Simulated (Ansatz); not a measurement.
# GaH3+ (doublet): wave-function methods side by side at distance Ga1–H3 = 1.702 Å, cc-pVDZ

An exercise on one series of results from a longer session: the logs are not shown, and one member is left open.

Computed with Ansatz 0.2.0, Gaussian basis. Level: cc-pVDZ, core rule «outside noble gas», up to 14 orbitals frozen.

To be run: UHF; CCSD(T) on ROHF; CCSD(T) on UHF; BCCD(T) on ROHF; CISD as a restricted active space (open shells left free, so some higher excitations enter); CCSDT(Q) on ROHF; CCSDT(Q) on UHF; CASSCF and MRCISD+Q, 3 electrons in 3 orbitals; CASSCF and NEVPT2, 3 electrons in 3 orbitals; Full CI.

37 further runs of the same task are left out: 23 for a known fault of the program, 12 that didn't finish, 2 set aside as unsound or not needed. Runs told in other sessions of the task aren't counted.

## The system

The geometry derives from a PBE0/def2-TZVP stationary point (not a proven minimum). One bond is set to the value named and the two fragments are kept rigid. No spin-orbit coupling is included. The filled d shell of Ga may be among the frozen orbitals whatever the setting's name suggests.

4 atoms, charge 1, spin multiplicity 2.

Atoms are counted from 1 here; the program's logs count them from 0.

Bond lengths: Ga1–H3 1.702 Å, Ga1–H4 1.532 Å. Angles: H3–Ga1–H4 170.9°.

Geometry (Å):

```xyz
4

Ga    0.0000    0.0251    0.0023
H     0.0000   -2.0474    0.0023
H     0.0000    0.1608   -1.6942
H     0.0000    0.1472    1.5295
```

The first run:

Input file in.yaml:

```yaml
crystal:
  periodic: [false, false, false]
  atoms:
    - {symbol: Ga, position_ang: [0.000000, 0.025145, 0.002347]}
    - {symbol: H, position_ang: [0.000000, -2.047446, 0.002347]}
    - {symbol: H, position_ang: [0.000000, 0.160796, -1.694238]}
    - {symbol: H, position_ang: [0.000000, 0.147250, 1.529517]}
basis:
  gaussian: {orbitals: cc-pVDZ}
total_charge: 1
magnetization: {spin_polarized: true, initial_magnetization: 1}
hamiltonian: {xc: hf}
output: {orbitals: {seedname: orbitals}}
```

On the command line:

```sh
$ ansatz run in.yaml --threads 1 --pin off --events-out ev --progress --plain --max-ram 2393MiB
```

Steps of the session up to this table: UHF; CCSD(T) on ROHF; CCSD(T) on UHF; BCCD(T) on ROHF; CISD as a restricted active space (open shells left free, so some higher excitations enter); CCSDT(Q) on ROHF; CCSDT(Q) on UHF; CASSCF and MRCISD+Q, 3 electrons in 3 orbitals; CASSCF and NEVPT2, 3 electrons in 3 orbitals; Full CI.

One of the session's tables, all rows but one given; the rest of the session is left out.

| method | from FCI (kJ/mol) |
| --- | --- |
| ROHF | +192.3 |
| UHF | +190.4 |
| RMP2 | +53.6 |
| UMP2 | +53.0 |
| RCCSD | ? |
| UCCSD | +3.6 |
| RCCSD(T) | +1.2 |
| UCCSD(T) | +1.1 |
| BCCD(T) | +1.1 |
| RCCSDT | +0.1 |
| UCCSDT | 0.0 |
| RCCSDT(Q) | 0.0 |
| UCCSDT(Q) | 0.0 |
| CASSCF pair | +142.8 |
| NEVPT2 pair | +45.8 |
| MRCISD pair | +4.4 |
| MRCISD+Q pair | -1.3 |
| FCI | 0 |

**Question.** Estimate the row for RCCSD.

As computed: from FCI (kJ/mol): +3.7. In the column «from FCI (kJ/mol)» it lies between UCCSD (+3.6) and MRCISD pair (+4.4).

Not comparable, so not listed: CISD as a restricted active space (open shells left free, so some higher excitations enter) (they don't share determinant, frozen orbitals or solution with the rows shown, or repeat one).

To keep in mind: MRCISD+Q pair falls below full CI: the +Q correction isn't variational, and the cores differ from full CI's. Levels on UHF freeze UHF's core orbitals, full CI those of ROHF, so the U rows can settle a little off it for that reason alone. Restricted and unrestricted rows rest on different reference determinants; a gap between their highest levels can come from leftover correlation error, from unlike frozen cores or from another state.
